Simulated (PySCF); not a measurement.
# PdSF₂: relaxation and vibrations of the triplet

The task is one start of a wider search on PdSF₂: the triplet, from a PBE minimum start. It is relaxed, tested by its Hessian and followed downhill if it is a saddle.

Program: PySCF 2.14.0. Level of theory: PBE, basis Pd def2-TZVP with ECP28, S def2-TZVP, F def2-TZVP, scalar-relativistic core potentials, no spin–orbit coupling, density fitting. These are calculated values, not measurements.

## (1) The system as given

4 atoms, charge 0, spin multiplicity 3.

Bond lengths: Pd1–S2 2.119 Å, Pd1–F3 1.899 Å, Pd1–F4 1.899 Å. Angles: S2–Pd1–F3 101.9°, S2–Pd1–F4 101.9°, F3–Pd1–F4 156.2°.

Z-matrix (Å, degrees; charge 0 multiplicity 3):
```
Pd
S  1 2.1194
F  1 1.8994 2 101.88
F  1 1.8994 2 101.88 3 180.00
```

## (2) The SCF at the typed geometry

The steps below are one call of a driver around PySCF. For each, scf.py gives the equivalent set-up of the SCF; relaxations use the driver's own optimiser. After this first run the driver tries any further starts and a stability analysis.

File scf.py:

```python
from pyscf import gto, scf, dft
mol = gto.M(atom='''
Pd    -0.000000     0.000000     0.300810
S     -0.000000     0.000000    -1.818600
F     -1.858710     0.000000     0.691830
F      1.858710     0.000000     0.691830''',
    basis={'Pd': 'def2-TZVP', 'S': 'def2-TZVP', 'F': 'def2-TZVP'},
    ecp={'Pd': 'def2-TZVP'},
    charge=0, spin=2)
mf = dft.UKS(mol, xc='PBE')
mf.grids.atom_grid = (50, 194)
aux = {'Pd': 'def2-universal-JKFIT', 'S': 'def2-universal-JKFIT', 'F': 'def2-universal-JKFIT'}
mf = mf.density_fit(auxbasis=aux)
mf.conv_tol = 1e-08
mf.diis_space = 10
mf.max_cycle = 60
mf.init_guess = 'minao'
mf.verbose = 4
mf.kernel()
```

Started as:

```console
OMP_NUM_THREADS=4 python axn.py task.json out
```

The runs that follow: Relaxing the triplet from the PBE minimum start; Is it a minimum? Harmonic modes.

**Question.** What will these runs give? Wanted: minimum; geometry; wavenumbers; dipole moment; highest occupied, lowest empty level; polar-tensor charge of Pd1; zero-point energy; atomisation energy; ⟨S²⟩.

The runs gave:

| quantity | value |
| --- | --- |
| minimum | triplet, C2v |
| geometry | Pd–F 1.906 Å (×2), Pd–S 2.090 Å; F–Pd–F 157.0°, F–Pd–S 101.5° (×2) |
| wavenumbers (cm⁻¹) | 125 (b2), 173 (a1), 179 (b1), 460 (a1), 541 (a1), 602 (b2) |
| dipole moment | 1.73 D |
| highest occupied, lowest empty level (either spin) | -7.03, -6.47 eV |
| polar-tensor charge of Pd1 | +0.90 e |
| zero-point energy | 12.4 kJ/mol |
| entropy at 298.15 K | 328.8 J/(mol K) |
| atomisation energy (no zero-point energy) | 979 kJ/mol |
| ⟨S²⟩ | 2.004 |

**Reading.** The PBE minimum start keeps its C2v symmetry and ends in a minimum. The strongest infrared band lies at 602 cm⁻¹ (b2, stretch). Most of the spin sits on S2 (Mulliken spin 1.37, against 2 for the whole molecule). Other starts or spin states, not run here, may lie lower. One determinant may miss the lowest occupation of an open d or f shell.
